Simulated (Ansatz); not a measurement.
From input file to script: TiRh, space group Pm-3m in Ansatz 0.2.0.

```yaml
crystal:
  lattice:
    - [3.115202, 0.0, 0.0]
    - [0.0, 3.115202, 0.0]
    - [0.0, 0.0, 3.115202]
  atoms:
    - { symbol: Ti, position: [0.5, 0.5, 0.5] }
    - { symbol: Rh, position: [0.0, 0.0, 0.0] }
basis:
  ecutwfc: 650.0
kpoints:
  mp_grid: { grid: [8, 8, 8] }
hamiltonian:
  xc: r2scan
scf:
  convergence: { dr2_threshold: 1.0e-08 }
  occupations: { method: cold }
relax:
  f_tol: 0.02
  cell: {}
```

Launched from the shell:
```console
$ ansatz run input.yaml --threads 1 --pin off --max-ram 3072MiB --backend cpu --events-out ev --progress --plain --runs-dir out
Warning: relax.cell: scf.convergence.dr2_threshold = 1e-8 eV is looser than the 2e-10 eV advised for a relaxation that steers and ends on the stress (1e-10 eV for each atom of the cell: 2). What an SCF threshold leaves in a stress goes as its square root, and in the free energy as the threshold itself, and one threshold admits the most on a small cell: of [...]
Engine: ansatz 0.2.0, aarch64-unknown-linux-gnu
Pseudopotentials: kind: paw
Pseudopotential: Ti, paw, valence charge 12, recommended cutoff 500 eV (meta_gga), Ti.paw.azcp
Pseudopotential: Rh, paw, valence charge 17, recommended cutoff 500 eV (meta_gga), Rh.paw.azcp
Functional definition: r2SCAN
  parameter k0 = 0.174
  parameter k1 = 0.065
  parameter a1 = 4.9479
  exchange = r2scan_x(k0 = k0, k1 = k1, a1 = a1)
  correlation = r2scan_c
Crystal: 2 atoms, lattice volume = 30.231 Å³
Basis set: ecut = 650 eV, 1141 PW (Γ), exchange–correlation on 108×108×108 points (64 copies of the dense FFT grid, shifted against one another)
Bands: 19, of which v1, the nominal top of the filled ones, is band 15 counted from 1 (14 counted from 0)
Symmetry: 48 space group operations
Space group: Pm-3m (ITA 221), of the structure as read, at distance tolerance 3.1e-5 Å
k-points: 35 of 512
Non-local potential: Ti, projectors of the file, l = 0: 3, l = 1: 2, l = 2: 3, l = 3: 1
Non-local potential: Rh, projectors of the file, l = 0: 3, l = 1: 2, l = 2: 2, l = 3: 1
PAW form: soft (Blöchl's): semilocal exchange-correlation on the pseudo side does not see the compensation charge
PAW frozen core: Ti, regenerated for the run's functional (the file was generated under x = pbe(κ = 0.804, μ = 0.2195149727645171), c = pbe(β = 0.06672455060314922))
PAW frozen core: Rh, regenerated for the run's functional (the file was generated under x = pbe(κ = 0.804, μ = 0.2195149727645171), c = pbe(β = 0.06672455060314922))
PAW one-centre angular grid: Ti, 590 points (default); XC on 160 Gauss nodes
PAW one-centre angular grid: Rh, 590 points (default); XC on 160 Gauss nodes
Initial density: superposition of atomic densities (neutral atoms: chi_scale 0, normalization atom), corrected by the library's trained network
Initial wavefunctions: pseudopotential atomic-orbital guess
Functional: x = r2scan, c = r2scan; τ floored in thin density (d = 2e-4 eV/Å³)
SCF iter   1: F=—  HF=-8921.235649 eV  |F-HF|=—  |Δ(HF+E_count)|=         —  Δρ=3.15e-2  dr2=4.93e-1  dr2_τ=2.66e-2  ethr=1.77e-3  ⟨swp⟩=4.3  Hψ=2609  notcnv=0
preconditioner: auto → none  [metal: Δε(μ)=0.032 eV  Ē_g=5.062 eV  σ=0.100 eV  W_gap=0.21  n_scr=6 (ndim 8)  ℏωp=24.4 eV  f_vac=0.000  D(μ)=1.38/eV (n_scr^D=18)  sad-step TF]
SCF iter   2: F=—  HF=-8921.216613 eV  |F-HF|=—  |Δ(HF+E_count)|=   1.90e-2  S|Δr|=    0.00e0  Δρ=2.53e-2  dr2=2.41e-1  dr2_τ=4.10e-2  ethr=1.70e-3  ⟨swp⟩=2.0  Hψ=1081  notcnv=0  defer=10
SCF iter   3: F=—  HF=-8921.201572 eV  |F-HF|=—  |Δ(HF+E_count)|=   1.50e-2  S|Δr|=    0.00e0  Δρ=3.95e-3  dr2=6.37e-3  dr2_τ=2.85e-4  ethr=8.33e-4  ⟨swp⟩=2.0  Hψ=852  notcnv=0  defer=10
SCF iter   4: F=—  HF=-8921.202190 eV  |F-HF|=—  |Δ(HF+E_count)|=   6.18e-4  S|Δr|=    0.00e0  Δρ=3.92e-3  dr2=4.78e-3  dr2_τ=4.74e-4  ethr=2.20e-5  ⟨swp⟩=1.9  Hψ=828  notcnv=0  defer=10
SCF iter   5: F=—  HF=-8921.202280 eV  |F-HF|=—  |Δ(HF+E_count)|=   9.03e-5  S|Δr|=    0.00e0  Δρ=1.83e-3  dr2=9.87e-4  dr2_τ=2.56e-5  ethr=1.65e-5  ⟨swp⟩=1.0  Hψ=687  notcnv=0  defer=10
SCF iter   6: F=—  HF=-8921.202305 eV  |F-HF|=—  |Δ(HF+E_count)|=   2.46e-5  S|Δr|=    0.00e0  Δρ=4.00e-4  dr2=4.52e-5  dr2_τ=1.24e-6  ethr=3.40e-6  ⟨swp⟩=1.4  Hψ=674  notcnv=0  defer=10
SCF iter   7: F=—  HF=-8921.202307 eV  |F-HF|=—  |Δ(HF+E_count)|=   2.79e-6  S|Δr|=    0.00e0  Δρ=6.96e-5  dr2=1.73e-6  dr2_τ=4.21e-8  ethr=1.56e-7  ⟨swp⟩=1.7  Hψ=724  notcnv=0  defer=10
SCF iter   8: F=—  HF=-8921.202303 eV  |F-HF|=—  |Δ(HF+E_count)|=   4.33e-6  S|Δr|=    0.00e0  Δρ=4.87e-6  dr2=6.72e-9  dr2_τ=1.11e-9  ethr=3.45e-11  ⟨swp⟩=3.9  Hψ=2712  notcnv=0
SCF iter   9: F=-8921.202303 eV  HF=-8921.202303 eV  |F-HF|=4.13e-10  |Δ(HF+E_count)|=  6.73e-11  S|Δr|=    0.00e0  Δρ=1.13e-6  dr2=4.76e-10  dr2_τ=5.56e-11  ethr=2.32e-11  ⟨swp⟩=2.3  Hψ=2005  notcnv=0
SCF 1 converged in 9 iterations: F = -8921.202303 eV  dr2 = 4.76e-10
  greatest PAW one-centre occupation: 1.000 electrons in one spin orbital (limit 2), on the Ti atom at site 0 (counted from 0), in its partial waves of l = 1
relax step   1: F+E_penalty+E_count = -8921.20230312 eV  Δ(F+E_penalty+E_count) = +0.000e0 eV  max|allowed force component| = 1.637e-29 eV/Å  Δτ_max = 0.0000 Å  P = -4.467 GPa  Ω = 30.231 Å³  (9 SCF iters, accepted)
Crystal: 2 atoms, lattice volume = 28.890 Å³
Basis set: ecut = 650 eV, 1045 PW (Γ), exchange–correlation on 108×108×108 points (64 copies of the dense FFT grid, shifted against one another)
Initial density: handed on by an earlier stage of this run
Initial wavefunctions: those handed on with the density
iter 1 solved again at ethr=4.94e-4 eV; its pass at ethr=3.10e-3 eV (dr2=1.43e-1 eV) is discarded
SCF iter   1: F=—  HF=-8921.126234 eV  |F-HF|=—  |Δ(HF+E_count)|=         —  Δρ=1.74e-2  dr2=1.42e-1  dr2_τ=6.92e-2  ethr=4.94e-4  ⟨swp⟩=1.0  Hψ=3450  notcnv=0
preconditioner: auto → none  [metal: Δε(μ)=0.042 eV  Ē_g=5.007 eV  σ=0.100 eV  W_gap=0.30  n_scr=6 (ndim 8)  ℏωp=24.9 eV  f_vac=0.000  D(μ)=2.65/eV (n_scr^D=26)]
SCF iter   2: F=—  HF=-8921.371989 eV  |F-HF|=—  |Δ(HF+E_count)|=   2.46e-1  S|Δr|=    0.00e0  Δρ=5.72e-2  dr2=1.49e0  dr2_τ=8.42e-2  ethr=4.90e-4  ⟨swp⟩=2.2  Hψ=1265  notcnv=0  recentre
SCF iter   3: F=—  HF=-8921.202783 eV  |F-HF|=—  |Δ(HF+E_count)|=   1.69e-1  S|Δr|=    0.00e0  Δρ=2.09e-3  dr2=9.68e-4  dr2_τ=1.44e-4  ethr=4.90e-4  ⟨swp⟩=2.2  Hψ=1307  notcnv=0  defer=10
SCF iter   4: F=—  HF=-8921.202831 eV  |F-HF|=—  |Δ(HF+E_count)|=   4.83e-5  S|Δr|=    0.00e0  Δρ=1.05e-3  dr2=2.94e-4  dr2_τ=2.50e-5  ethr=3.34e-6  ⟨swp⟩=2.3  Hψ=992  notcnv=0  defer=10
SCF iter   5: F=—  HF=-8921.202883 eV  |F-HF|=—  |Δ(HF+E_count)|=   5.14e-5  S|Δr|=    0.00e0  Δρ=2.48e-4  dr2=1.86e-5  dr2_τ=5.08e-7  ethr=1.01e-6  ⟨swp⟩=1.3  Hψ=666  notcnv=0  defer=10
SCF iter   6: F=—  HF=-8921.202890 eV  |F-HF|=—  |Δ(HF+E_count)|=   7.54e-6  S|Δr|=    0.00e0  Δρ=1.27e-4  dr2=7.71e-6  dr2_τ=2.40e-7  ethr=6.40e-8  ⟨swp⟩=2.1  Hψ=1027  notcnv=0  defer=10
SCF iter   7: F=—  HF=-8921.202887 eV  |F-HF|=—  |Δ(HF+E_count)|=   3.46e-6  S|Δr|=    0.00e0  Δρ=1.87e-5  dr2=1.04e-7  dr2_τ=3.09e-9  ethr=2.66e-8  ⟨swp⟩=1.3  Hψ=669  notcnv=0  defer=10
SCF iter   8: F=—  HF=-8921.202887 eV  |F-HF|=—  |Δ(HF+E_count)|=   7.06e-9  S|Δr|=    0.00e0  Δρ=8.47e-6  dr2=3.23e-8  dr2_τ=1.34e-9  ethr=3.45e-11  ⟨swp⟩=4.1  Hψ=2350  notcnv=0
SCF iter   9: F=-8921.202887 eV  HF=-8921.202887 eV  |F-HF|=7.28e-12  |Δ(HF+E_count)|=   2.69e-9  S|Δr|=    0.00e0  Δρ=3.96e-7  dr2=2.40e-11  dr2_τ=1.98e-12  ethr=3.45e-11  ⟨swp⟩=2.9  Hψ=2091  notcnv=0
SCF 2 converged in 9 iterations: F = -8921.202887 eV  dr2 = 2.40e-11
[... 23 lines left out ...]
SCF iter   6: F=-8921.212264 eV  HF=-8921.212264 eV  |F-HF|=1.72e-9  |Δ(HF+E_count)|=   2.74e-9  S|Δr|=    0.00e0  Δρ=2.62e-6  dr2=2.13e-9  dr2_τ=1.07e-10  ethr=3.45e-11  ⟨swp⟩=3.8  Hψ=1924  notcnv=0
SCF 4 converged in 6 iterations: F = -8921.212264 eV  dr2 = 2.13e-9
relax step   4: F+E_penalty+E_count = -8921.21226395 eV  Δ(F+E_penalty+E_count) = -2.021e-5 eV  max|allowed force component| = 1.499e-29 eV/Å  Δτ_max = 0.0000 Å  P = -0.001 GPa  Ω = 29.542 Å³  energy of the carried Pulay correction = +1.426e-4 eV  (6 SCF iters, accepted)
Initial wavefunctions: pseudopotential atomic-orbital guess (no wavefunctions were taken with the density)
iter 1 solved again at ethr=3.29e-9 eV; its pass at ethr=3.10e-3 eV (dr2=9.54e-7 eV) is discarded
SCF iter   1: F=—  HF=-8921.212119 eV  |F-HF|=—  |Δ(HF+E_count)|=         —  Δρ=3.69e-5  dr2=3.13e-8  dr2_τ=5.80e-7  ethr=3.29e-9  ⟨swp⟩=3.9  Hψ=4935  notcnv=0
preconditioner: auto → none  [metal: Δε(μ)=0.014 eV  Ē_g=4.925 eV  σ=0.100 eV  W_gap=0.10  n_scr=6 (ndim 8)  ℏωp=24.6 eV  f_vac=0.000  D(μ)=2.52/eV (n_scr^D=26)]
SCF iter   2: F=—  HF=-8921.212120 eV  |F-HF|=—  |Δ(HF+E_count)|=   1.17e-7  S|Δr|=    0.00e0  Δρ=1.89e-5  dr2=1.35e-8  dr2_τ=1.55e-8  ethr=1.08e-10  ⟨swp⟩=2.1  Hψ=1160  notcnv=0
SCF iter   3: F=—  HF=-8921.212120 eV  |F-HF|=—  |Δ(HF+E_count)|=   3.55e-8  S|Δr|=    0.00e0  Δρ=2.07e-5  dr2=1.95e-7  dr2_τ=1.02e-8  ethr=3.45e-11  ⟨swp⟩=4.0  Hψ=2342  notcnv=0  recentre
SCF iter   4: F=-8921.212120 eV  HF=-8921.212120 eV  |F-HF|=3.03e-9  |Δ(HF+E_count)|=   1.77e-8  S|Δr|=    0.00e0  Δρ=2.99e-6  dr2=3.39e-9  dr2_τ=2.99e-10  ethr=3.45e-11  ⟨swp⟩=2.1  Hψ=2488  notcnv=0
SCF 5 converged in 4 iterations: F = -8921.212120 eV  dr2 = 3.39e-9
relax step   5: F+E_penalty+E_count = -8921.21211961 eV  Δ(F+E_penalty+E_count) = +1.443e-4 eV  max|allowed force component| = 3.353e-29 eV/Å  Δτ_max = 0.0000 Å  P = -0.001 GPa  Ω = 29.542 Å³  stress off target by 6.74e-4 GPa  SCF on the basis re-selected at this cell (its energy is not comparable with the rows above)  (4 SCF iters)
basis re-selected at this cell: Δ(F+E_penalty+E_count) = +1.443e-4 eV, ΔP = +0.001 GPa vs the last step (what re-selecting the basis moved, of the pressure what is left beyond the Pulay correction that the steps carried, after the strain that the cell walked since its last selection, with what the two solves' SCF thresholds leave and, on support functions, [...]
SCF converged after 4 iterations
Stability not checked: this state was not tested for a lower state beside it, because cold or Methfessel-Paxton smearing, or corrected tetrahedra, fill the levels in a way that the test cannot read (fill_not_monotonic; see scf.lower_state_search)
Free energy (F): -8921.212120 eV
Harris-Foulkes:  -8921.212120 eV  (|F-HF|=3.03e-9)
Internal energy: -8921.213926 eV  (E = F + TS)
E sigma→0 (E₀):  -8921.212722 eV
Entropy (-TS):   0.001807 eV (0.903 meV/atom)
Fermi energy:    18.806091 eV
--- Per-component energies (eV) ---
  E_band       = -282.940206
  E_kinetic    = 846.619407
  E_local      = -2449.115592  (includes V_loc(G=0)·N_el)
  E_nonlocal   = 361.256661
  E_hartree    = 915.338130
  E_xc         = -310.898540
  E_vxc        = -449.194526  (∫ρ·V_xc dr)
  E_paw        = -4660.413882  (= ΣΔE_a)
  E_vpaw       = -454.031192  (= ΣTr[D̂ρ^β])
  E_aug_tail   = 0.000191  (compensation charges beyond the density's cutoff)
  E_vtau       = 30.849024  (kinetic-family band-sum trace: ∫τ·v_τ [+ j·A + Jᵃ·Aᵃ] dr)
  E_ewald      = -3623.376885
  E_core_change = -0.623417  (= ΣΔE_core)
  E_smearing   = 0.001807  (= −TS)
  E_closure    = 0.000000  (closes the sum)
  Σ components = -8921.212120   (vs F -8921.212120, Δ=0.00e0)
--- Forces (eV/Å), atoms counted from 1 ---
  atom   1  Ti    -0.00000000     0.00000000    -0.00000000
  atom   2  Rh    -0.00000000     0.00000000     0.00000000
  max |Σ_I F_I| component: 6.76e-29 eV/Å
--- Stress (GPa, compression-positive) ---
       -0.000674       0.000000       0.000000
        0.000000      -0.000674      -0.000000
        0.000000      -0.000000      -0.000674
  P = ⅓ Tr σ = -0.0007 GPa (-0.007 kbar)
--- Relaxed structure (4 steps of the walk, 4 accepted, 1 SCFs on fresh bases) ---
  F+E_penalty+E_count = -8921.21211961 eV   max|allowed force component| = 3.353e-29 eV/Å   (the final SCF, on the basis selected at the relaxed cell)
  cell:  # Å, volume = 29.5417 Å³
    - [3.091328976174307, 4.453712996395483e-34, -6.078716386972212e-34]
    - [6.620384183831123e-34, 3.091328976174307, -6.419766481290786e-35]
    - [-9.429032019395841e-35, -6.419766481290786e-35, 3.091328976174307]
  atoms:
    - { symbol: Ti, position: [0.49999999999999994, 0.49999999999999994, 0.49999999999999994] }
    - { symbol: Rh, position: [-4.1859727443989413e-36, -1.6099895170563538e-36, -3.219979034103922e-37] }
```

The script, `tirh.py`:
```python
# -*- coding: utf-8 -*-
"""Variable-cell relaxation of TiRh."""

import ansatz as az
from ase import Atoms
from ase.neighborlist import neighbor_list
import numpy as np

SETTINGS = {
    "tolerance": 1e-08,
    "filling": "cold",
    "cutoff": 650,
    "fmax": 0.02,
}

def edges_and_angles(cell):
    cell = np.asarray(cell)
    a, b, c = np.linalg.norm(cell, axis=1)
    cosines = cell[1] @ cell[2] / (b * c), cell[0] @ cell[2] / (a * c), cell[0] @ cell[1] / (a * b)
    return (a, b, c, *np.degrees(np.arccos(cosines)))

vectors = np.array([
    [3.115202, 0.0, 0.0],
    [0.0, 3.115202, 0.0],
    [0.0, 0.0, 3.115202],
])
cell = (
    az.Lattice.of(vectors)
    .atom("Ti", [0.5, 0.5, 0.5])
    .atom("Rh", [0.0, 0.0, 0.0])
)

# every cell quantity that the symmetry leaves free
calc = (
    cell.calculation()
    .kpoints(8)
    .scf(tolerance=SETTINGS["tolerance"])
    .functional(az.Functional.R2SCAN)
    .occupations(SETTINGS["filling"])
    .basis(SETTINGS["cutoff"])
    .relax(force_tolerance=SETTINGS["fmax"], cell=True)
)
steps = []


def collect(event):
    if event["event"] == "relax_step":
        steps.append(event["data"])


result = calc.session().plan().execute(on_event=collect)
data = result.report
print("step   energy (eV)     max comp. (eV/A)   P (GPa)  SCF")
for s in steps:
    print(f"{s['step']:4d} {s['lagrangian_ev']:15.5f} {s['allowed_force_max_ev_ang']:12.4f} {s['pressure_gpa']:10.3f} {s['n_scf']:5d}")

first, last = steps[0], steps[-1]
symbols = [site.symbol for site in result.lattice.sites]
print(f"energy gained {first['lagrangian_ev'] - last['lagrangian_ev']:.4f} eV in {len(steps) - 1} steps")
for label, vectors in (("before", first["cell_ang"]), ("after", result.lattice.cell_ang)):
    print(label, "a b c (A) {:.4f} {:.4f} {:.4f}  angles {:.2f} {:.2f} {:.2f}".format(*edges_and_angles(vectors)), f" V = {abs(np.linalg.det(vectors)):.3f} A^3")
print("final stress xx yy zz (GPa, compression positive):", np.round(np.diag(data["stress_gpa"]), 3) + 0.0)

print("atom   start x y z (A)              end x y z (A)")
for symbol, a, b in zip(symbols, first["positions_ang"], last["positions_ang"]):
    print(f"{symbol:3s}", " ".join(f"{v:8.4f}" for v in a), "  ", " ".join(f"{v:8.4f}" for v in b))

final = Atoms(symbols, positions=last["positions_ang"], cell=result.lattice.cell_ang, pbc=True)
i, j, d = neighbor_list("ijd", final, 4.5)
print("neighbours within 1.1 times the shortest distance of each atom (A)")
for atom in range(len(final)):
    near = [m for m in np.argsort(d) if i[m] == atom]
    shell = [m for m in near if d[m] < 1.1 * d[near[0]]]
    print(f"{symbols[atom]}{atom} ({len(shell)}):", ", ".join(f"{symbols[j[m]]} {d[m]:.3f}" for m in shell))

energy = data["free_energy_ev"]
print("TiRh: {:.6f} eV = {:.6f} Ry = {:.6f} Ha".format(energy, energy / 13.605693, energy / 27.211386))
print("Fermi level {:.4f} eV, {} k-points, {} symmetry operations".format(data["fermi_energy_ev"], data["n_kpoints"], data["n_symmetry_ops"]))
```

Output of `python tirh.py`:
```text
DeckWarning: relax.cell: scf.convergence.dr2_threshold = 1e-8 eV is looser than the 2e-10 eV advised for a relaxation that steers and ends on the stress (1e-10 eV for each atom of the cell: 2). What an SCF threshold leaves in a stress goes as its square root, and in the free energy as the threshold itself, and one [...]
step   energy (eV)     max comp. (eV/A)   P (GPa)  SCF
   1     -8921.20230       0.0000     -4.467     9
   2     -8921.20289       0.0000      4.775     9
   3     -8921.21224       0.0000     -0.180     9
   4     -8921.21226       0.0000     -0.001     6
   5     -8921.21212       0.0000     -0.001     4
energy gained 0.0098 eV in 4 steps
before a b c (A) 3.1152 3.1152 3.1152  angles 90.00 90.00 90.00  V = 30.231 A^3
after a b c (A) 3.0913 3.0913 3.0913  angles 90.00 90.00 90.00  V = 29.542 A^3
final stress xx yy zz (GPa, compression positive): [-0.001 -0.001 -0.001]
atom   start x y z (A)              end x y z (A)
Ti    1.5576   1.5576   1.5576      1.5457   1.5457   1.5457
Rh    0.0000   0.0000   0.0000     -0.0000  -0.0000  -0.0000
neighbours within 1.1 times the shortest distance of each atom (A)
Ti0 (8): Rh 2.677, Rh 2.677, Rh 2.677, Rh 2.677, Rh 2.677, Rh 2.677, Rh 2.677, Rh 2.677
Rh1 (8): Ti 2.677, Ti 2.677, Ti 2.677, Ti 2.677, Ti 2.677, Ti 2.677, Ti 2.677, Ti 2.677
TiRh: -8921.212120 eV = -655.697003 Ry = -327.848501 Ha
Fermi level 18.8061 eV, 35 k-points, 48 symmetry operations
```
(Warnings from the package without file and line, shortened.)

Notes:
- Absolute energies stand on the zero of these potentials, so only differences at equal settings mean something. A total without «per atom» is that of the cell as typed.
- The run is spin-unpolarised.
- Forces vanish by symmetry, so the ions can't move, and the end may be a saddle.
- For a metal this k-point mesh is coarse: on a finer one energies can move by several to tens of meV an atom and pressures by half a GPa or more, differences at one mesh by less.
- An absolute Fermi energy rests on an arbitrary zero of the periodic potential and has no direct meaning.
- Energies along a relaxation are free energies. Rows at an unchanged volume are solved on a plane-wave basis chosen afresh for that cell, so the energy jumps there and such rows are no steps of the walk.
- This cell is a computed structure, which may not be the phase found in nature.
- The whole script took 24 s on 1 thread of Arm Neoverse V1, on a shared host, peak memory 0.54 GiB.

(A comment or docstring line of the script was reworded after the run, the code is as it ran; lines on the test bed's own set-up are left out of the output.)
